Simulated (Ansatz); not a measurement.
# Br (I4/mmm) in Ansatz: equation of state

Aim: energy against volume of Br in PBE, for its equilibrium volume and stiffness.

Program: Ansatz 0.2.0. These are calculated values, not measurements. Logs are shortened: lines on timing, memory, paths and dates and some standing lists are left out, and cuts for length are marked.

## Step 1: The structure

It takes space group I4/mmm (No. 139, tetragonal). The conventional cell has a = 2.847 Å, b = 2.847 Å, c = 7.155 Å, α = 90.00°, β = 90.00°, γ = 90.00°. Around Br (site symmetry 4/mmm) lie 4 Br at 2.85 Å.

## Step 2: Equation of state, PBE

Potentials or basis: all-electron LAPW, scalar-relativistic.

This step only gathers the single runs of the series.

What came out:

```yaml
Equilibrium_volume: 30.18 Å³/atom
Bulk_modulus_at_fixed_shape_and_positions: 32 GPa
Pressure_derivative_of_the_bulk_modulus: 5.1
```

Energy against volume, from the lowest point:
| volume (Å³/atom) | energy (meV/atom) |
| --- | --- |
| 27.257 | 34.76 |
| 27.837 | 21.40 |
| 28.417 | 11.62 |
| 28.997 | 5.02 |
| 29.577 | 1.25 |
| 30.157 | 0.00 |
| 30.737 | 0.98 |

Caveat: the cell was scaled at fixed shape and fractional positions, which overstates the stiffness of a crystal with free parameters, most of all of layers and chains.
